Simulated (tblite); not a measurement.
# C3H12GaNSe: the cost of one run

The runs use tblite 0.8.0 and PySCF 2.14.0, with density-fitted response routines of our own; the level of theory stands in each step. All values are computed, except where a source is named. Atoms count from 0, in the outputs and in this text.

## Step 1: Starting geometry

18 atoms, charge 0, multiplicity 1; geometry from: force field or distance geometry start.

Bonds of the start (Å): C0–C1 1.52, C1–Se2 1.96, Se2–C3 1.91, C3–Ga4 1.98, Ga4–N5 1.90, C0–H6 1.11, C0–H7 1.12, C0–H8 1.11, C1–H9 1.09, C1–H10 1.13, C3–H11 1.12, C3–H12 1.12, Ga4–H13 1.63, Ga4–H14 1.61, N5–H15 1.06, N5–H16 1.05, N5–H17 1.03.

## Step 2: Optimising the geometry with GFN2-xTB

The job: settings as JSON, then the geometry in Å.

```
{"job": {"kind": "relax", "xc": "GFN2-xTB", "basis": "xTB"}, "charge": 0, "multiplicity": 1}
C     -2.892600     0.750800     0.087500
C     -2.485600    -0.462800    -0.731300
Se    -0.625800    -0.132000    -1.257100
C      0.501000    -1.122000    -0.072200
Ga     2.395200    -0.544300    -0.068800
N      2.646700     1.224200    -0.722000
H     -3.978000     0.775400     0.295500
H     -2.272000     0.717100     1.021500
H     -2.578200     1.647200    -0.492200
H     -3.150100    -0.651400    -1.577200
H     -2.549600    -1.349400    -0.039000
H      0.041100    -1.153700     0.949000
H      0.493800    -2.192200    -0.403100
H      3.170000    -1.518200    -1.122100
H      3.018900    -0.688400     1.405300
H      3.652300     1.503800    -0.543500
H      2.532100     1.271400    -1.763400
H      2.072100     1.930800    -0.243400
```

The run is started by

```sh
$ OMP_NUM_THREADS=1 python probes_run.py task.json out
```

This one command runs all jobs of the session in turn.

Q: Estimate the wall time and peak memory of this first job on 1 thread of Arm Neoverse V1, shared host.

About 1.2 s, with a peak of 0.18 GiB.
